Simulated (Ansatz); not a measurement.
# TaH3+ (quartet): from Hartree-Fock to the top rungs, def2-QZVPP

The task here is to estimate one member of a computed series from the others.

The runs use Ansatz 0.2.0, Gaussian basis; def2-QZVPP, core rule «outside noble gas», up to 4 orbitals frozen.

Plan: UHF; ROHF; CCSD(T) on UHF.

## The geometry

The geometry is a PBE0/def2-TZVP stationary point (not a proven minimum) of the parent state, kept for this charge and spin. No spin-orbit coupling is included. Elements past krypton take def2 core potentials.

4 atoms, charge 1, spin multiplicity 4.

Atoms are counted from 1 here; the program's logs count them from 0.

Bond lengths: Ta1–H2 2.075 Å, Ta1–H3 2.075 Å, Ta1–H4 1.813 Å, H2–H3 0.801 Å. Angles: H2–Ta1–H3 22.3°, H2–Ta1–H4 168.9°, H3–Ta1–H4 168.9°, Ta1–H2–H3 78.9°, Ta1–H3–H2 78.9°.

Set-up of the first run:

The input, in.yaml:

```yaml
crystal:
  periodic: [false, false, false]
  atoms:
    - {symbol: Ta, position_ang: [0.000000, 0.000000, 0.012372]}
    - {symbol: H, position_ang: [0.000000, -0.400716, -2.023105]}
    - {symbol: H, position_ang: [0.000000, 0.400716, -2.023105]}
    - {symbol: H, position_ang: [0.000000, 0.000000, 1.825162]}
basis:
  gaussian: {orbitals: "def2-QZVPP.json"}
total_charge: 1
magnetization: {spin_polarized: true, initial_magnetization: 3}
hamiltonian: {xc: hf}
output: {orbitals: {seedname: orbitals}}
```

The run is started by

```bash
ansatz run in.yaml --threads 1 --pin off --events-out ev --progress --plain --max-ram 4096MiB --backend cpu
```

Among the steps run: UHF; ROHF; CCSD(T) on UHF.

One table of the session follows, with a row left open; its other results are not shown here.

```
  method  from UCCSD(T) (kJ/mol)
    ROHF                  +347.4
     UHF                  +329.2
    UMP2                       ?
   UCCSD                    +7.5
UCCSD(T)                       0
```

Q: Estimate the row for UMP2 from the others.

As computed: from UCCSD(T) (kJ/mol): +60.7. In the column «from UCCSD(T) (kJ/mol)» it lies between UCCSD (+7.5) and UHF (+329.2).
